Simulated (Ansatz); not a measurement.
**InH4 (quartet): wave-function methods side by side, def2-SVPD**

One table from this session's results is given with a row withheld; the runs are named, their logs left out.

Program: Ansatz 0.2.0, Gaussian basis. Level of theory: def2-SVPD, core rule «outside noble gas», up to 9 orbitals frozen. These are calculated values, not measurements.

To be run: UHF; CCSD(T) on ROHF; CCSD(T) on UHF; BCCD(T) on ROHF; CISD as a restricted active space (open shells left free, so some higher excitations enter); CCSDT(Q) on ROHF; CCSDT(Q) on UHF; CASSCF and MRCISD+Q, 7 electrons in 8 orbitals; CASSCF and MRCISD+Q(relaxed), 7 electrons in 8 orbitals; CASSCF and NEVPT2, 7 electrons in 8 orbitals.

23 further runs of the same task are left out: 2 for a known fault of the program, 1 that didn't finish, 20 set aside as unsound or not needed. Runs told in other sessions of the task aren't counted.

## The geometry

The geometry is a PBE0/def2-TZVPD stationary point (not a proven minimum) of the parent state, kept for this charge and spin. No spin-orbit coupling is included. Elements past krypton take def2 core potentials.

5 atoms, charge 0, spin multiplicity 4.

Atoms are counted from 1 here; the program's logs count them from 0.

Bond lengths: In1–H2 1.786 Å, In1–H3 1.786 Å, In1–H4 1.786 Å, In1–H5 1.786 Å. Angles: H2–In1–H3 90.0°, H2–In1–H4 180.0°, H2–In1–H5 90.0°, H3–In1–H4 90.0°, H3–In1–H5 180.0°, H4–In1–H5 90.0°.

Set-up of the first run:

Contents of in.yaml:

```yaml
crystal:
  periodic: [false, false, false]
  atoms:
    - {symbol: In, position_ang: [0.000000, 0.000000, 0.000000]}
    - {symbol: H, position_ang: [1.263100, 0.000000, 1.263100]}
    - {symbol: H, position_ang: [-1.263100, 0.000000, 1.263100]}
    - {symbol: H, position_ang: [-1.263100, 0.000000, -1.263100]}
    - {symbol: H, position_ang: [1.263100, 0.000000, -1.263100]}
basis:
  gaussian: {orbitals: def2-SVPD}
magnetization: {spin_polarized: true, initial_magnetization: 3}
hamiltonian: {xc: hf}
output: {orbitals: {seedname: orbitals}}
```

Command:

```console
> ansatz run in.yaml --threads 1 --pin off --events-out ev --progress --plain --max-ram 2393MiB
```

Among the steps run: UHF; CCSD(T) on ROHF; CCSD(T) on UHF; BCCD(T) on ROHF; CISD as a restricted active space (open shells left free, so some higher excitations enter); CCSDT(Q) on ROHF; CCSDT(Q) on UHF; CASSCF and MRCISD+Q, 7 electrons in 8 orbitals; CASSCF and MRCISD+Q(relaxed), 7 electrons in 8 orbitals; CASSCF and NEVPT2, 7 electrons in 8 orbitals.

One of the session's tables, all rows but one given; the rest of the session is left out.

| method | from UCCSDT(Q) (kJ/mol) |
| --- | --- |
| ROHF | +270.7 |
| UHF | +261.9 |
| RMP2 | +79.2 |
| UMP2 | +76.2 |
| RCCSD | +12.2 |
| UCCSD | +10.4 |
| RCCSD(T) | +4.6 |
| UCCSD(T) | +3.1 |
| BCCD(T) | +4.6 |
| RCCSDT | +1.9 |
| UCCSDT | ? |
| RCCSDT(Q) | +1.6 |
| UCCSDT(Q) | 0 |
| CASSCF valence | +155.6 |
| NEVPT2 valence | +46.5 |
| MRCISD valence | +9.3 |
| MRCISD+Q valence | +2.7 |
| MRCISD+Q(relaxed) valence | -0.2 |

Q: Estimate the row for UCCSDT from the others.

The run gave: from UCCSDT(Q) (kJ/mol): +0.3. In the column «from UCCSDT(Q) (kJ/mol)» it lies between UCCSDT(Q) (0) and RCCSDT(Q) (+1.6).

Not comparable, so not listed: CISD as a restricted active space (open shells left free, so some higher excitations enter) (they don't share determinant, frozen orbitals or solution with the rows shown, or repeat one).

To keep in mind: Restricted and unrestricted rows rest on different reference determinants; a gap between their highest levels can come from leftover correlation error, from unlike frozen cores or from another state.
